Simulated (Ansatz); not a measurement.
# C3H6BF: rotation by 120° about the C1–C2 bond

How high is the barrier for the rotation by 120° about the C1–C2 bond? Relax the two ends, then run a nudged elastic band between them. SMILES of the start: CC1BC1F.

Program: Ansatz 0.2.0. Level of theory: RKS B3LYP-D4/def2-SVP. These are calculated values, not measurements.

### 1 Starting point

Bond lengths: C1–C2 1.511 Å, C2–B3 1.586 Å, C2–C4 1.503 Å, B3–C4 1.557 Å, C4–F5 1.374 Å, C1–H6 1.163 Å, C1–H7 1.067 Å, C1–H8 1.111 Å, C2–H9 1.098 Å, B3–H10 1.232 Å, C4–H11 1.149 Å. Angles (14 of 21 angles, heavy atoms first): C1–C2–B3 112.5°, C1–C2–C4 115.2°, B3–C2–C4 60.4°, C2–B3–C4 57.1°, C2–C4–B3 62.4°, C2–C4–F5 113.5°, B3–C4–F5 117.0°, C1–C2–H9 121.1°, B3–C2–H9 114.8°, C4–C2–H9 117.7°, C2–C1–H6 107.5°, C2–C1–H7 116.0°, C2–C1–H8 106.6°, C2–B3–H10 148.3°.

Structure file:

```xyz
11

C    -1.1113    0.0825    0.7300
C    -0.1139    0.4643   -0.3394
B     1.3878    0.3180    0.1498
C     0.7292   -0.6659   -0.8606
F     1.0744   -0.5263   -2.1832
H    -1.3665    1.0458    1.3291
H    -0.8077   -0.6915    1.3986
H    -2.0604   -0.1626    0.2062
H    -0.2992    1.3140   -1.0090
H     2.2151    0.4583    1.0513
H     0.4180   -1.6937   -0.4522
```

### 2 End point A

The input, input.yaml:

```yaml
crystal:
  periodic: [false, false, false]
  atoms:
    - { symbol: C, position_ang: [-1.1113, 0.0825, 0.73] }
    - { symbol: C, position_ang: [-0.1139, 0.4643, -0.3394] }
    - { symbol: B, position_ang: [1.3878, 0.318, 0.1498] }
    - { symbol: C, position_ang: [0.7292, -0.6659, -0.8606] }
    - { symbol: F, position_ang: [1.0744, -0.5263, -2.1832] }
    - { symbol: H, position_ang: [-1.3665, 1.0458, 1.3291] }
    - { symbol: H, position_ang: [-0.8077, -0.6915, 1.3986] }
    - { symbol: H, position_ang: [-2.0604, -0.1626, 0.2062] }
    - { symbol: H, position_ang: [-0.2992, 1.314, -1.009] }
    - { symbol: H, position_ang: [2.2151, 0.4583, 1.0513] }
    - { symbol: H, position_ang: [0.418, -1.6937, -0.4522] }
basis:
  gaussian: { orbitals: def2-SVP }
hamiltonian:
  xc: b3lyp
  dispersion: d4
relax:
  f_tol: 0.015
  max_steps: 40
```

On the command line:

```
$ ansatz run input.yaml --threads 2 --pin off --max-ram 3072MiB --backend cpu --events-out ev --progress --plain --runs-dir out
```

Output, cut to the lines that bear on the results:

```text
Warning: RAYON_NUM_THREADS=2 ignored (pool sized by the plan → 2); use --threads N
[...]
Functional definition: B3LYP
[...]
1131 factors; integrals over basis functions are off by at most 2.8e-4 eV
[...]
mean field -6594.55033519 eV, -242.3452548715 hartree, gradient 4.1e-5 eV, S^2 0.000000; 0 other end points of the search recorded, 0 dependent functions left out
[...]
reference -6594.55055511 eV, -242.3452629533 hartree; 19, 19 occupied and 81, 81 virtual orbitals, 1131 factors
relax step   1: F+E_penalty+E_count = -6594.84077485 eV  Δ(F+E_penalty+E_count) = +0.000e0 eV  max|allowed force component| = 3.355e0 eV/Å  Δτ_max = 0.0000 Å  (27 SCF iters, accepted)
[...]
relax step   4: F+E_penalty+E_count = -6595.32050287 eV  Δ(F+E_penalty+E_count) = -1.830e-2 eV  max|allowed force component| = 2.066e-1 eV/Å  Δτ_max = 0.0820 Å  (29 SCF iters, accepted)
[...]
relax step   7: F+E_penalty+E_count = -6595.36632207 eV  Δ(F+E_penalty+E_count) = -2.381e-2 eV  max|allowed force component| = 1.475e-1 eV/Å  Δτ_max = 0.0968 Å  (29 SCF iters, accepted)
[...]
relax step  10: F+E_penalty+E_count = -6595.37042125 eV  Δ(F+E_penalty+E_count) = +5.063e-3 eV  max|allowed force component| = 3.028e-1 eV/Å  Δτ_max = 0.0693 Å  (30 SCF iters, rejected (line search))
[...]
relax step  13: F+E_penalty+E_count = -6595.38286922 eV  Δ(F+E_penalty+E_count) = -5.864e-4 eV  max|allowed force component| = 2.160e-2 eV/Å  Δτ_max = 0.0190 Å  (30 SCF iters, accepted)
[...]
relax step  15: F+E_penalty+E_count = -6595.38303562 eV  Δ(F+E_penalty+E_count) = -6.694e-5 eV  max|allowed force component| = 4.828e-3 eV/Å  Δτ_max = 0.0034 Å  (24 SCF iters, accepted)
1131 factors; integrals over basis functions are off by at most 3.0e-4 eV
[...]
mean field -6595.10090712 eV, -242.3654880165 hartree, gradient 1.3e-5 eV, S^2 0.000000; 1 other end points of the search recorded, 0 dependent functions left out
[...]
reference -6595.10112637 eV, -242.3654960739 hartree; 19, 19 occupied and 81, 81 virtual orbitals, 1131 factors
Total energy: -6595.38325487 eV, -242.3758641052 hartree
Atom 0 at    -1.289927     0.109416     0.689077 Å, force    -0.004292     0.001452     0.001775 eV/Å
Atom 1 at    -0.010964     0.390067    -0.072377 Å, force     0.003973    -0.004763    -0.002048 eV/Å
Atom 2 at     1.507060     0.276749     0.161296 Å, force     0.002377     0.002898     0.001199 eV/Å
Atom 3 at     0.789795    -0.689618    -0.786644 Å, force    -0.004828     0.001410     0.002727 eV/Å
Atom 4 at     0.925281    -0.708448    -2.156602 Å, force     0.001643    -0.000593    -0.004177 eV/Å
Atom 5 at    -1.504860     0.909446     1.415359 Å, force    -0.000840     0.000008    -0.000006 eV/Å
Atom 6 at    -1.208228    -0.834611     1.250881 Å, force    -0.000241     0.000017    -0.000221 eV/Å
Atom 7 at    -2.155041     0.022022     0.011527 Å, force     0.002838     0.000294     0.001008 eV/Å
Atom 8 at    -0.041036     1.338905    -0.651276 Å, force    -0.001617    -0.000538    -0.000372 eV/Å
Atom 9 at     2.495634     0.821270     0.552729 Å, force     0.000227    -0.001150     0.000414 eV/Å
Atom 10 at     0.557786    -1.692297    -0.393372 Å, force     0.000762     0.000965    -0.000299 eV/Å
Dipole moment:    -0.156275     0.069162     0.358509 e Å
```

Run time: 40 s. Hardware: 2 threads of Arm Neoverse V1, shared host; peak memory 0.18 GiB.

Relaxation path:

```tsv
step	energy from step 1 (eV)	largest force component (eV/Å)
1	0.0000	3.3553
2	-0.3920	0.8514
3	-0.4614	0.3238
4	-0.4797	0.2066
5	-0.5017	0.2890
6x	-0.4864	0.5170
7	-0.5255	0.1475
8	-0.5347	0.1749
9x	-0.5280	0.3288
10x	-0.5296	0.3028
11	-0.5401	0.0738
12	-0.5415	0.0615
13	-0.5421	0.0216
14	-0.5422	0.0226
15	-0.5423	0.0048
```

Step 1 is the start. 3 steps were tried and not accepted (marked x).

After: Bond lengths: C1–C2 1.515 Å, C2–B3 1.540 Å, C2–C4 1.522 Å, B3–C4 1.532 Å, C4–F5 1.377 Å, C1–H6 1.102 Å, C1–H7 1.102 Å, C1–H8 1.102 Å, C2–H9 1.112 Å, B3–H10 1.195 Å, C4–H11 1.102 Å. Angles (14 of 21 angles, heavy atoms first): C1–C2–B3 137.9°, C1–C2–C4 123.3°, B3–C2–C4 60.0°, C2–B3–C4 59.4°, C2–C4–B3 60.6°, C2–C4–F5 121.9°, B3–C4–F5 125.3°, C1–C2–H9 113.4°, B3–C2–H9 99.7°, C4–C2–H9 112.0°, C2–C1–H6 111.2°, C2–C1–H7 110.6°, C2–C1–H8 111.6°, C2–B3–H10 146.3°.

### 3 Relaxing end B

The second end starts from a geometry with the move made by hand.

The input, input.yaml:

```yaml
crystal:
  periodic: [false, false, false]
  atoms:
    - { symbol: C, position_ang: [-1.1113, 0.0825, 0.73] }
    - { symbol: C, position_ang: [-0.1139, 0.4643, -0.3394] }
    - { symbol: B, position_ang: [-0.28034, 1.96761, -0.81708] }
    - { symbol: C, position_ang: [0.90435, 1.49055, 0.07266] }
    - { symbol: F, position_ang: [2.12238, 1.33069, -0.54279] }
    - { symbol: H, position_ang: [-1.3665, 1.0458, 1.3291] }
    - { symbol: H, position_ang: [-0.8077, -0.6915, 1.3986] }
    - { symbol: H, position_ang: [-2.0604, -0.1626, 0.2062] }
    - { symbol: H, position_ang: [0.16501, -0.24225, -1.13166] }
    - { symbol: H, position_ang: [-1.03309, 2.89824, -1.10708] }
    - { symbol: H, position_ang: [0.85404, 1.76145, 1.18805] }
basis:
  gaussian: { orbitals: def2-SVP }
hamiltonian:
  xc: b3lyp
  dispersion: d4
relax:
  f_tol: 0.015
  max_steps: 40
```

On the command line:

```
$ ansatz run input.yaml --threads 2 --pin off --max-ram 3072MiB --backend cpu --events-out ev --progress --plain --runs-dir out
```

Output, cut to the lines that bear on the results:

```text
Warning: RAYON_NUM_THREADS=2 ignored (pool sized by the plan → 2); use --threads N
[...]
[... 1 set-up line as earlier in the session ...]
[...]
1131 factors; integrals over basis functions are off by at most 3.2e-4 eV
[...]
mean field -6594.55858018 eV, -242.3455578692 hartree, gradient 3.6e-5 eV, S^2 0.000000; 0 other end points of the search recorded, 0 dependent functions left out
[...]
reference -6594.55880023 eV, -242.3455659561 hartree; 19, 19 occupied and 81, 81 virtual orbitals, 1131 factors
relax step   1: F+E_penalty+E_count = -6594.85029473 eV  Δ(F+E_penalty+E_count) = +0.000e0 eV  max|allowed force component| = 2.303e0 eV/Å  Δτ_max = 0.0000 Å  (27 SCF iters, accepted)
[...]
relax step   4: F+E_penalty+E_count = -6595.31496954 eV  Δ(F+E_penalty+E_count) = -1.946e-2 eV  max|allowed force component| = 2.605e-1 eV/Å  Δτ_max = 0.0855 Å  (30 SCF iters, accepted)
[...]
Atom 1 at    -0.328786     0.700128    -0.247405 Å, force    -0.001695    -0.001554     0.002666 eV/Å
Atom 2 at    -0.229233     2.108339    -0.863011 Å, force    -0.003828     0.001602    -0.002249 eV/Å
Atom 3 at     0.863504     1.588542     0.076564 Å, force     0.012470     0.003985    -0.003381 eV/Å
Atom 4 at     2.144804     1.253833    -0.301194 Å, force    -0.005259    -0.001400     0.001485 eV/Å
Atom 5 at    -1.297811     0.639930     1.687115 Å, force    -0.000785     0.001057     0.000761 eV/Å
Atom 6 at    -0.653490    -0.931384     1.156485 Å, force     0.000518    -0.001188     0.001122 eV/Å
Atom 7 at    -2.145012    -0.281509     0.425988 Å, force    -0.000459    -0.000121     0.000162 eV/Å
Atom 8 at    -0.155363     0.085062    -1.157263 Å, force     0.000654    -0.000547    -0.001268 eV/Å
Atom 9 at    -0.610877     2.848103    -1.719865 Å, force     0.000441    -0.000678     0.001528 eV/Å
Atom 10 at     0.833696     1.943477     1.119071 Å, force    -0.002303    -0.001078     0.001715 eV/Å
Dipole moment:    -0.380805    -0.041260     0.106227 e Å
```

Run time: 37 s. Hardware: 2 threads of Arm Neoverse V1, shared host; peak memory 0.2 GiB.

Step by step:

```tsv
step	energy from step 1 (eV)	largest force component (eV/Å)
1	0.0000	2.3027
2	-0.3659	0.6668
3	-0.4452	0.3002
4	-0.4647	0.2605
5	-0.4894	0.2329
6x	-0.4829	0.5523
7	-0.5122	0.0690
8	-0.5258	0.1233
9	-0.5265	0.1716
10	-0.5311	0.0773
11	-0.5319	0.0461
12	-0.5325	0.0323
13	-0.5327	0.0218
14	-0.5327	0.0125
```

Step 1 is the start. 1 step was tried and not accepted (marked x).

After: Bond lengths: C1–C2 1.515 Å, C2–B3 1.540 Å, C2–C4 1.522 Å, B3–C4 1.532 Å, C4–F5 1.377 Å, C1–H6 1.102 Å, C1–H7 1.102 Å, C1–H8 1.102 Å, C2–H9 1.112 Å, B3–H10 1.195 Å, C4–H11 1.102 Å. Angles (14 of 21 angles, heavy atoms first): C1–C2–B3 137.9°, C1–C2–C4 123.3°, B3–C2–C4 60.0°, C2–B3–C4 59.4°, C2–C4–B3 60.6°, C2–C4–F5 121.9°, B3–C4–F5 125.3°, C1–C2–H9 113.4°, B3–C2–H9 99.7°, C4–C2–H9 112.0°, C2–C1–H6 110.6°, C2–C1–H7 111.6°, C2–C1–H8 111.2°, C2–B3–H10 146.3°.

### 4 The band

crystal.atoms is end A as relaxed above, and neb.final_atoms is end B, turned to lie on A. With 5 inner images the band has 7 in all. The start path is listed, through a guess of the saddle.

The input, input.yaml:

```yaml
crystal:
  periodic: [false, false, false]
  atoms:
    - { symbol: C, position_ang: [-1.289927, 0.109416, 0.689077] }
    - { symbol: C, position_ang: [-0.010964, 0.390067, -0.072377] }
    - { symbol: B, position_ang: [1.50706, 0.276749, 0.161296] }
    - { symbol: C, position_ang: [0.789795, -0.689618, -0.786644] }
    - { symbol: F, position_ang: [0.925281, -0.708448, -2.156602] }
    - { symbol: H, position_ang: [-1.50486, 0.909446, 1.415359] }
    - { symbol: H, position_ang: [-1.208228, -0.834611, 1.250881] }
    - { symbol: H, position_ang: [-2.155041, 0.022022, 0.011527] }
    - { symbol: H, position_ang: [-0.041036, 1.338905, -0.651276] }
    - { symbol: H, position_ang: [2.495634, 0.82127, 0.552729] }
    - { symbol: H, position_ang: [0.557786, -1.692297, -0.393372] }
basis:
  gaussian: { orbitals: def2-SVP }
hamiltonian:
  xc: b3lyp
  dispersion: d4
neb:
  order_check: false
  images: 5
  f_tol: 0.03
  max_iterations: 60
  final_atoms:
    - { symbol: C, position_ang: [-1.30914504, 0.1079505, 0.65259448] }
    - { symbol: C, position_ang: [-0.05162074, 0.36144636, -0.15312211] }
    - { symbol: B, position_ang: [1.46461078, 0.46564819, 0.0961242] }
    - { symbol: C, position_ang: [0.8745914, -0.74873924, -0.62789552] }
    - { symbol: F, position_ang: [1.04070013, -1.03661394, -1.96430749] }
    - { symbol: H, position_ang: [-1.13962637, -0.68522628, 1.39791658] }
    - { symbol: H, position_ang: [-2.14561646, -0.2103666, 0.00930661] }
    - { symbol: H, position_ang: [-1.62270295, 1.01287517, 1.19709543] }
    - { symbol: H, position_ang: [-0.17129278, 1.15995758, -0.91750535] }
    - { symbol: H, position_ang: [2.38107608, 1.1834387, 0.36439613] }
    - { symbol: H, position_ang: [0.74452596, -1.66746944, -0.03400495] }
  initial_path:
    images:
      - { positions_ang: [[-1.289927, 0.109416, 0.689077], [-0.010964, 0.390067, -0.072377], [1.50706, 0.276749, 0.161296], [0.789795, -0.689618, -0.786644], [0.925281, -0.708448, -2.156602], [-1.50486, 0.909446, 1.415359], [-1.208228, -0.834611, 1.250881], [-2.155041, 0.022022, 0.011527], [-0.041036, 1.338905, -0.651276], [2.495634, 0.82127, 0.552729], [0.557786, -1.692297, -0.393372]] }
      - { positions_ang: [[-1.24485739, 0.09604551, 0.68352528], [-0.06346311, 0.38817288, -0.19111304], [1.44606049, 0.34337373, 0.14095621], [0.79401119, -0.69866636, -0.77511709], [1.00792618, -0.72174262, -2.1293134], [-1.24903024, 0.78203814, 1.49569143], [-1.2651452, -0.87755462, 1.10684275], [-2.12509624, 0.23871497, 0.16280161], [-0.1669612, 1.25764761, -0.84305443], [2.36494445, 0.82836031, 0.69541091], [0.56711106, -1.69348854, -0.32603223]] }
      - { positions_ang: [[-1.19978779, 0.08267501, 0.67797355], [-0.11596222, 0.38627875, -0.30984908], [1.38506097, 0.40999847, 0.12061641], [0.79822739, -0.70771473, -0.76359017], [1.09057137, -0.73503724, -2.1020248], [-0.99320049, 0.65463028, 1.57602386], [-1.32206239, -0.92049823, 0.96280449], [-2.09515148, 0.45540795, 0.31407623], [-0.29288639, 1.17639022, -1.03483286], [2.23425491, 0.83545062, 0.83809281], [0.57643612, -1.69468008, -0.25869245]] }
      - { positions_ang: [[-1.15471818, 0.06930452, 0.67242183], [-0.16846133, 0.38438463, -0.42858512], [1.32406146, 0.4766232, 0.10027662], [0.80244358, -0.71676309, -0.75206326], [1.17321655, -0.74833186, -2.0747362], [-0.73737073, 0.52722241, 1.6563563], [-1.37897959, -0.96344185, 0.81876624], [-2.06520671, 0.67210092, 0.46535084], [-0.41881159, 1.09513282, -1.22661128], [2.10356536, 0.84254093, 0.98077472], [0.58576118, -1.69587162, -0.19135268]] }
      - { positions_ang: [[-1.2061938, 0.08218651, 0.66581271], [-0.12951447, 0.37673854, -0.33676412], [1.37091123, 0.47296486, 0.09889248], [0.82649285, -0.7274218, -0.71067401], [1.12904441, -0.84442589, -2.03792663], [-0.87145594, 0.12307285, 1.57020972], [-1.63452521, -0.71241677, 0.54894636], [-1.91770546, 0.78569234, 0.7092657], [-0.33630532, 1.11674108, -1.12357597], [2.19606894, 0.95617352, 0.77531519], [0.63868277, -1.68640423, -0.13890344]] }
      - { positions_ang: [[-1.25766942, 0.09506851, 0.6592036], [-0.09056761, 0.36909245, -0.24494312], [1.417761, 0.46930653, 0.09750834], [0.85054213, -0.73808052, -0.66928477], [1.08487227, -0.94051992, -2.00111706], [-1.00554115, -0.28107672, 1.48406315], [-1.89007084, -0.46139169, 0.27912649], [-1.77020421, 0.89928375, 0.95318057], [-0.25379905, 1.13834933, -1.02054066], [2.28857251, 1.06980611, 0.56985566], [0.69160436, -1.67693684, -0.08645419]] }
      - { positions_ang: [[-1.30914504, 0.1079505, 0.65259448], [-0.05162074, 0.36144636, -0.15312211], [1.46461078, 0.46564819, 0.0961242], [0.8745914, -0.74873924, -0.62789552], [1.04070013, -1.03661394, -1.96430749], [-1.13962637, -0.68522628, 1.39791658], [-2.14561646, -0.2103666, 0.00930661], [-1.62270295, 1.01287517, 1.19709543], [-0.17129278, 1.15995758, -0.91750535], [2.38107608, 1.1834387, 0.36439613], [0.74452596, -1.66746944, -0.03400495]] }
```

On the command line:

```
$ ansatz run input.yaml --threads 2 --pin off --max-ram 3072MiB --backend cpu --events-out ev --progress --plain --runs-dir out
```

Output, cut to the lines that bear on the results:

```text
Warning: RAYON_NUM_THREADS=2 ignored (pool sized by the plan → 2); use --threads N
[...]
[... 1 set-up line as earlier in the session ...]
[...]
1130 factors; integrals over basis functions are off by at most 3.5e-4 eV
[...]
mean field -6595.10093589 eV, -242.3654890740 hartree, gradient 2.4e-5 eV, S^2 0.000000; 0 other end points of the search recorded, 0 dependent functions left out
[...]
reference -6595.10115523 eV, -242.3654971345 hartree; 19, 19 occupied and 81, 81 virtual orbitals, 1130 factors
1130 factors; integrals over basis functions are off by at most 6.7e-4 eV
[...]
mean field -6595.10094644 eV, -242.3654894619 hartree, gradient 2.6e-5 eV, S^2 0.000000; 0 other end points of the search recorded, 0 dependent functions left out
[...]
reference -6595.10116493 eV, -242.3654974912 hartree; 19, 19 occupied and 81, 81 virtual orbitals, 1130 factors
[...]
Atom 1 at    -0.049649     0.353033    -0.134180 Å, force     0.002281    -0.008193    -0.002060 eV/Å
Atom 2 at     1.471143     0.459866     0.090164 Å, force    -0.001919     0.007400     0.011439 eV/Å
Atom 3 at     0.872314    -0.716111    -0.690170 Å, force    -0.007482    -0.002786    -0.001307 eV/Å
Atom 4 at     0.998077    -0.924922    -2.046026 Å, force    -0.004161    -0.000336    -0.003909 eV/Å
Atom 5 at    -1.132545     0.212568     1.768258 Å, force    -0.001096    -0.000322    -0.002418 eV/Å
Atom 6 at    -1.666484    -0.948436     0.529098 Å, force     0.002762    -0.000788    -0.001185 eV/Å
Atom 7 at    -2.123415     0.759496     0.406558 Å, force    -0.000485    -0.000100     0.000222 eV/Å
Atom 8 at    -0.164091     1.184935    -0.863471 Å, force     0.001991    -0.000761    -0.002885 eV/Å
Atom 9 at     2.387060     1.153176     0.418255 Å, force     0.001731    -0.002025    -0.000586 eV/Å
Atom 10 at     0.778594    -1.670749    -0.146872 Å, force     0.006826     0.001653    -0.000710 eV/Å
Dipole moment:    -0.161243     0.113224     0.350507 e Å
this run last wrote the band of iteration 11 to <dir>
```

It took 2.4 min on 2 threads of Arm Neoverse V1, shared host; peak memory 0.2 GiB.

### 5 Images and barrier

Images 0 and 6 are the ends. Energies count from image 0; the path length is the program's own measure over all atoms.

```tsv
image	path (Å)	energy (eV)	dihedral H8–C1–C2–C4 (°)	band force (eV/Å)
0	0.000	0.0000	-80	-
1	0.556	0.0249	-99	0.005
2	1.112	0.0771	-119	0.008
3*	1.668	0.1044	-140	0.011
4	2.230	0.0772	-161	0.016
5	2.792	0.0247	178	0.010
6	3.354	0.0000	159	-
```

The star marks the climbing image.

image, energy (eV) and a bar:
```
        0      0.000 
        1      0.025 #######
        2      0.077 ######################
        3      0.104 ##############################
        4      0.077 ######################
        5      0.025 #######
        6      0.000
```

The top of the band by iteration:

```tsv
iteration	highest image above image 0 (eV)	largest band force (eV/Å)
1	1.8255	9.361
2	0.2409	1.582
3	0.1757	0.600
4	0.1586	0.227
5	0.1368	0.304
6	0.1244	0.276
7	0.1137	0.204
8	0.1056	0.133
9	0.1049	0.058
10	0.1045	0.044
11	0.1044	0.016
```

Positions of all images (Å):

```xyz
11
image=0 dE=0.0000
C    -1.290    0.109    0.689
C    -0.011    0.390   -0.072
B     1.507    0.277    0.161
C     0.790   -0.690   -0.787
F     0.925   -0.708   -2.157
H    -1.505    0.909    1.415
H    -1.208   -0.835    1.251
H    -2.155    0.022    0.012
H    -0.041    1.339   -0.651
H     2.496    0.821    0.553
H     0.558   -1.692   -0.393
11
image=1 dE=0.0249
C    -1.302    0.108    0.683
C    -0.021    0.369   -0.084
B     1.502    0.330    0.137
C     0.817   -0.708   -0.754
F     0.936   -0.809   -2.122
H    -1.370    0.739    1.584
H    -1.350   -0.944    1.006
H    -2.194    0.304    0.067
H    -0.055    1.301   -0.693
H     2.463    0.945    0.492
H     0.638   -1.694   -0.295
11
image=2 dE=0.0771
C    -1.307    0.100    0.687
C    -0.033    0.356   -0.106
B     1.490    0.391    0.111
C     0.844   -0.717   -0.725
F     0.959   -0.878   -2.087
H    -1.242    0.499    1.711
H    -1.507   -0.981    0.759
H    -2.184    0.561    0.207
H    -0.096    1.249   -0.769
H     2.427    1.050    0.451
H     0.714   -1.688   -0.219
11
image=3 dE=0.1044
C    -1.306    0.080    0.689
C    -0.050    0.353   -0.134
B     1.471    0.460    0.090
C     0.872   -0.716   -0.690
F     0.998   -0.925   -2.046
H    -1.133    0.213    1.768
H    -1.666   -0.948    0.529
H    -2.123    0.759    0.407
H    -0.164    1.185   -0.863
H     2.387    1.153    0.418
H     0.779   -1.671   -0.147
11
image=4 dE=0.0772
C    -1.303    0.087    0.679
C    -0.054    0.359   -0.150
B     1.463    0.471    0.097
C     0.875   -0.724   -0.667
F     1.022   -0.941   -2.020
H    -1.062   -0.110    1.735
H    -1.857   -0.784    0.293
H    -1.986    0.949    0.661
H    -0.190    1.153   -0.915
H     2.383    1.158    0.428
H     0.773   -1.675   -0.119
11
image=5 dE=0.0247
C    -1.302    0.097    0.666
C    -0.055    0.367   -0.159
B     1.460    0.467    0.105
C     0.872   -0.735   -0.648
F     1.042   -0.970   -1.995
H    -1.057   -0.427    1.602
H    -2.025   -0.524    0.112
H    -1.804    1.037    0.941
H    -0.196    1.151   -0.932
H     2.384    1.156    0.420
H     0.745   -1.676   -0.090
11
image=6 dE=0.0000
C    -1.309    0.108    0.653
C    -0.052    0.361   -0.153
B     1.465    0.466    0.096
C     0.875   -0.749   -0.628
F     1.041   -1.037   -1.964
H    -1.140   -0.685    1.398
H    -2.146   -0.210    0.009
H    -1.623    1.013    1.197
H    -0.171    1.160   -0.918
H     2.381    1.183    0.364
H     0.745   -1.667   -0.034
```

[end of part 1 of 2]
